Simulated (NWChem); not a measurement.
# the pair SiH3···SiF2+: a chain of runs

Wanted: the energy (singlet [Si2H3F2]+, wB97X-D3/6-31G*), then the energy (singlet [SiH3]+, wB97X-D3/6-31G*), then the energy (singlet SiF2, wB97X-D3/6-31G*), then a single-point energy (singlet [SiH3]+, wB97X-D3/6-31G*), then a single-point energy (singlet SiF2, wB97X-D3/6-31G*) of F2H3Si2 and its partners. 

Program for the calculation: NWChem 7.3.0.

**1. The structure to begin with**

The species is [Si2H3F2]+ (7 atoms), meant as a singlet with charge +1. The two molecules were placed rigidly side by side, at 0.9 times their contact distance; the pair isn't optimised.

Bond lengths: F5–Si6 1.602 Å, Si6–F7 1.602 Å, Si1–H2 1.472 Å, Si1–H3 1.472 Å, Si1–H4 1.472 Å. Angles: F5–Si6–F7 100.6°, H2–Si1–H3 120.0°, H2–Si1–H4 120.0°, H3–Si1–H4 120.0°.

**2. A single-point energy at wB97X-D3/6-31G(d) (spherical functions) (run 1)**

Contents of job.nw:

```
start job
title "F2H3Si2 energy"
memory total 2200 mb
charge 1
geometry noautosym nocenter noautoz
   Si     0.000000     0.000030     0.000000
   H      0.686900     0.675420     1.113000
   H     -0.118400    -1.467180    -0.009900
   H     -0.568500     0.791720    -1.103100
   F     -2.321320    -0.557310    -5.060420
   Si    -1.928780     0.195400    -3.702420
   F     -3.084920    -0.332400    -2.727940
end
basis "ao basis" spherical bse
   * library 6-31G*
end
dft
   xc wb97x-d3
   grid fine
   convergence energy 1e-08
   maxiter 100
   mulliken
   noprint "final vectors analysis"
end
task dft energy
```

The run is started by

```sh
nwchem job.nw > job.out
```

The log of the run:

```text
[...]
          Wavefunction type:  closed shell.
          No. of atoms     :     7
          No. of electrons :    48
[...]
          Charge           :     1
          Spin multiplicity:     1
[...]
          AO basis - number of functions:    70
[...]
              XC Information
              --------------
                    wb97x-d3  Method XC Functional
                     Hartree-Fock (Exact) Exchange  1.000
                      wb97x-d3 Exchange Functional  1.000
                   wb97x-d3 Correlation Functional  1.000
[...]
 d= 0,ls=0.0,diis     1   -779.8826244060 -9.61D+02  1.93D-02  2.14D+00     3.2
[...]
 d= 0,ls=0.0,diis    10   -780.0827688558 -9.46D-09  1.39D-06  1.31D-09    28.5
         Total DFT energy =     -780.082768855763
      One electron energy =    -1434.216974190034
           Coulomb energy =      536.889891931615
    Exchange-Corr. energy =      -63.582569707474
 Nuclear repulsion energy =      180.827772896930
    Dispersion correction =       -0.000889786800
[...]
      Total Density - Mulliken Population Analysis
     ---------------------------------------------
    Atom       Charge   Shell Charges
 -----------   ------   -------------------------------------------------------
    1 Si  14    13.22   2.00  2.00  5.96  1.17  1.69  0.19  0.10  0.10
    2 H    1     0.93   0.48  0.45
    3 H    1     0.93   0.48  0.45
    4 H    1     0.94   0.48  0.46
    5 F    9     9.37   2.00  0.93  3.30  1.02  2.11  0.01
    6 Si  14    13.22   2.00  2.00  5.96  1.12  1.05  0.63  0.22  0.23
    7 F    9     9.39   2.00  0.93  3.31  1.02  2.13  0.01
[...]
```

Wall time 29 s (1 thread of Intel Xeon Platinum 8488C (Sapphire Rapids), shared host); peak memory 0.12 GiB.

**3. [SiH3]+: a single-point energy at wB97X-D3/6-31G(d) (spherical functions) (run 2)**

Contents of input.nw:

```
start input
memory 2200 mb
charge 1
geometry units bohr noautosym nocenter noautoz
Si   0.00000000   0.00005669   0.00000000
H    1.29805288   1.27635882   2.10326518
H   -0.22374357  -2.77256838  -0.01870829
H   -1.07430930   1.49613397  -2.08455689
end
basis spherical bse
* library 6-31G*
end
dft
xc wb97x-d3
grid fine
convergence energy 1e-08
iterations 100
mulliken
noprint "final vectors analysis"
end
task dft
```

The run is started by

```sh
nwchem input.nw > input.out
```

The log of the run:

```text
[...]
          Wavefunction type:  closed shell.
          No. of atoms     :     4
          No. of electrons :    16
[...]
          Charge           :     1
          Spin multiplicity:     1
[...]
          AO basis - number of functions:    24
[...]
              XC Information
              --------------
                    wb97x-d3  Method XC Functional
                     Hartree-Fock (Exact) Exchange  1.000
                      wb97x-d3 Exchange Functional  1.000
                   wb97x-d3 Correlation Functional  1.000
[...]
 d= 0,ls=0.0,diis     1   -290.8577687155 -3.07D+02  2.41D-02  5.19D-01     0.6
[...]
 d= 0,ls=0.0,diis     6   -290.9039150839 -5.21D-09  1.82D-06  2.60D-10     2.6
         Total DFT energy =     -290.903915083873
      One electron energy =     -428.602117224483
           Coulomb energy =      143.695629161352
    Exchange-Corr. energy =      -21.718718725529
 Nuclear repulsion energy =       15.721450070045
    Dispersion correction =       -0.000158365258
[...]
      Total Density - Mulliken Population Analysis
     ---------------------------------------------
    Atom       Charge   Shell Charges
 -----------   ------   -------------------------------------------------------
    1 Si  14    13.22   2.00  2.00  5.96  1.17  1.69  0.19  0.10  0.10
    2 H    1     0.93   0.48  0.45
    3 H    1     0.93   0.48  0.45
    4 H    1     0.93   0.48  0.45
[...]
```

Wall time 3.3 s (1 thread of Intel Xeon Platinum 8488C (Sapphire Rapids), shared host); peak memory 0.12 GiB.

**4. SiF2: the energy at wB97X-D3/6-31G(d) (spherical functions) (run 3)**

Contents of f2si.nw:

```
start f2si
title "F2Si"
memory total 2200 mb
charge 0

geometry noautosym nocenter noautoz
F     -2.321320    -0.557310    -5.060420
Si    -1.928780     0.195400    -3.702420
F     -3.084920    -0.332400    -2.727940
end

basis spherical bse
F library 6-31G*
Si library 6-31G*
end

dft
xc wb97x-d3
grid fine
convergence energy 1e-08
iterations 100
mulliken
print low
end

task dft energy
```

The run is started by

```sh
nwchem f2si.nw > f2si.out
```

The log of the run:

```text
[...]
 d= 0,ls=0.0,diis     1   -489.1024222446 -5.90D+02  1.95D-02  6.81D-01     1.0
[...]
 d= 0,ls=0.0,diis     8   -489.1780068756 -5.63D-10  4.03D-07  2.27D-10     5.9
         Total DFT energy =     -489.178006875597
      One electron energy =     -880.571800730936
           Coulomb energy =      332.609031907911
    Exchange-Corr. energy =      -41.873788507440
 Nuclear repulsion energy =      100.658620658925
    Dispersion correction =       -0.000070204057
[...]
      Total Density - Mulliken Population Analysis
     ---------------------------------------------
    Atom       Charge   Shell Charges
 -----------   ------   -------------------------------------------------------
    1 F    9     9.40   2.00  0.93  3.31  1.02  2.13  0.01
    2 Si  14    13.20   2.00  2.00  5.96  1.14  1.03  0.64  0.21  0.23
    3 F    9     9.40   2.00  0.93  3.31  1.02  2.13  0.01
[...]
```

Run time: 6.6 s. Hardware: 1 thread of Intel Xeon Platinum 8488C (Sapphire Rapids), shared host; peak memory 0.12 GiB.

**5. [SiH3]+ among ghost functions: the energy at wB97X-D3/6-31G(d) (spherical functions, with ghost functions) (run 4)**

Contents of mymol.nw:

```
start mymol
title "H3Si wB97X-D3"
memory stack 880 mb heap 220 mb global 1100 mb
charge 1

geometry units bohr noautosym nocenter noautoz
  Si   0.00000000   0.00005669   0.00000000
  H    1.29805288   1.27635882   2.10326518
  H   -0.22374357  -2.77256838  -0.01870829
  H   -1.07430930   1.49613397  -2.08455689
  bqF     -4.386659    -1.053163    -9.562808
  bqSi    -3.644866     0.369252    -6.996560
  bqF     -5.829654    -0.628145    -5.155059
end

basis spherical bse
  Si library 6-31G*
  H library 6-31G*
  bqF library F 6-31G*
  bqSi library Si 6-31G*
end

dft
  xc wb97x-d3
  grid fine
  convergence energy 1e-08
  maxiter 100
  mulliken
  noprint "final vectors analysis"
end

task dft energy
```

The run is started by

```sh
nwchem mymol.nw > mymol.out
```

The log of the run:

```text
[...]
          Wavefunction type:  closed shell.
          No. of atoms     :     7
          No. of electrons :    16
[...]
          Charge           :     1
          Spin multiplicity:     1
[...]
          AO basis - number of functions:    70
[...]
              XC Information
              --------------
                    wb97x-d3  Method XC Functional
                     Hartree-Fock (Exact) Exchange  1.000
                      wb97x-d3 Exchange Functional  1.000
                   wb97x-d3 Correlation Functional  1.000
[...]
 d= 0,ls=0.0,diis     1   -290.8573610497 -3.07D+02  8.54D-03  5.26D-01     2.6
[...]
 d= 0,ls=0.0,diis     6   -290.9040027685 -5.24D-09  6.33D-07  2.64D-10    12.9
         Total DFT energy =     -290.904002768485
      One electron energy =     -428.598787232403
           Coulomb energy =      143.691745826811
    Exchange-Corr. energy =      -21.718253067681
 Nuclear repulsion energy =       15.721450070045
    Dispersion correction =       -0.000158365258
[...]
      Total Density - Mulliken Population Analysis
     ---------------------------------------------
    Atom       Charge   Shell Charges
 -----------   ------   -------------------------------------------------------
    1 Si  14    13.21   2.00  2.00  5.96  1.17  1.69  0.19  0.09  0.10
    2 H    1     0.93   0.48  0.45
    3 H    1     0.93   0.48  0.45
    4 H    1     0.93   0.48  0.45
    5 X    0    -0.00   0.00  0.00 -0.00 -0.00 -0.00 -0.00
    6 X    0    -0.00   0.00  0.00  0.00  0.00 -0.00  0.00 -0.00 -0.00
    7 X    0     0.00  -0.00 -0.00 -0.00  0.00  0.00  0.00
[...]
```

It took 14 s on 1 thread of Intel Xeon Platinum 8488C (Sapphire Rapids), shared host; peak memory 0.12 GiB.

**6. SiF2 among ghost functions: a single-point energy at wB97X-D3/6-31G(d) (spherical functions, with ghost functions) (run 5)**

Contents of mol.nw:

```
start mol
memory total 2200 mb
charge 0

geometry noautosym nocenter noautoz
F    -2.321320   -0.557310   -5.060420
Si   -1.928780    0.195400   -3.702420
F    -3.084920   -0.332400   -2.727940
bqSi     0.000000     0.000030     0.000000
bqH      0.686900     0.675420     1.113000
bqH     -0.118400    -1.467180    -0.009900
bqH     -0.568500     0.791720    -1.103100
end

basis spherical bse
F library 6-31G*
Si library 6-31G*
bqSi library Si 6-31G*
bqH library H 6-31G*
end

dft
xc wb97x-d3
grid fine
convergence energy 1e-08
iterations 100
mulliken
noprint "final vectors analysis"
end

task dft
```

The run is started by

```sh
nwchem mol.nw > mol.out
```

The log of the run:

```text
[...]
          Wavefunction type:  closed shell.
          No. of atoms     :     7
          No. of electrons :    32
[...]
          Charge           :     0
          Spin multiplicity:     1
[...]
          AO basis - number of functions:    70
[...]
              XC Information
              --------------
                    wb97x-d3  Method XC Functional
                     Hartree-Fock (Exact) Exchange  1.000
                      wb97x-d3 Exchange Functional  1.000
                   wb97x-d3 Correlation Functional  1.000
[...]
 d= 0,ls=0.0,diis     1   -489.1032556997 -5.90D+02  1.28D-02  6.80D-01     2.2
[...]
 d= 0,ls=0.0,diis     8   -489.1788697013 -9.14D-11  9.01D-07  3.06D-08    18.3
         Total DFT energy =     -489.178869701298
      One electron energy =     -880.554730449725
           Coulomb energy =      332.589193493212
    Exchange-Corr. energy =      -41.871883199654
 Nuclear repulsion energy =      100.658620658925
    Dispersion correction =       -0.000070204057
[...]
      Total Density - Mulliken Population Analysis
     ---------------------------------------------
    Atom       Charge   Shell Charges
 -----------   ------   -------------------------------------------------------
    1 F    9     9.39   2.00  0.93  3.31  1.02  2.13  0.01
    2 Si  14    13.20   2.00  2.00  5.96  1.14  1.03  0.64  0.21  0.23
    3 F    9     9.40   2.00  0.93  3.31  1.02  2.13  0.01
    4 X    0     0.00  -0.00  0.00 -0.00 -0.00 -0.00  0.00  0.00 -0.00
    5 X    0    -0.00  -0.00 -0.00
    6 X    0    -0.00  -0.00 -0.00
    7 X    0    -0.00   0.00 -0.00
[...]
```

Run time: 19 s. Hardware: 1 thread of Intel Xeon Platinum 8488C (Sapphire Rapids), shared host; peak memory 0.12 GiB.

**7. What came out**

| quantity | value |
| --- | --- |
| run 1, wB97X-D3/6-31G*: total energy | -780.08277 Eh |
| run 1, wB97X-D3/6-31G*: dispersion energy | -2.34 kJ/mol |
| [SiH3]+: total energy | -290.90392 Eh |
| [SiH3]+: dispersion energy | -0.42 kJ/mol |
| SiF2: total energy | -489.17801 Eh |
| SiF2: dispersion energy | -0.18 kJ/mol |
| [SiH3]+ among ghost functions: total energy | -290.90400 Eh |
| [SiH3]+ among ghost functions: dispersion energy | -0.42 kJ/mol |
| SiF2 among ghost functions: total energy | -489.17887 Eh |
| SiF2 among ghost functions: dipole moment | 0.88 D |
| SiF2 among ghost functions: dispersion energy | -0.18 kJ/mol |
| interaction energy of the rigid parts [SiH3]+ and SiF2 (parts in their own basis; closest atoms 2.99 Å apart) | -0.023 eV |
| interaction energy of the rigid parts [SiH3]+ and SiF2 (parts in the whole basis, counterpoise; closest atoms 2.99 Å apart) | 0.003 eV |

What this shows: The interaction energy of the rigid parts [SiH3]+ and SiF2 (parts in their own basis; closest atoms 2.99 Å apart) is −0.02 eV (−0.5 kcal/mol). Without counterpoise this holds the superposition error of the basis. The interaction energy of the rigid parts [SiH3]+ and SiF2 (parts in the whole basis, counterpoise; closest atoms 2.99 Å apart) is 0.00 eV (0.3 kJ/mol). The basis-set superposition error is 2.5 kJ/mol. It is larger than the uncorrected attraction, which is thus an artefact of the basis. Mulliken charges (SiF2) run from -0.40 on F1 to +0.80 on Si2; they depend strongly on the basis.
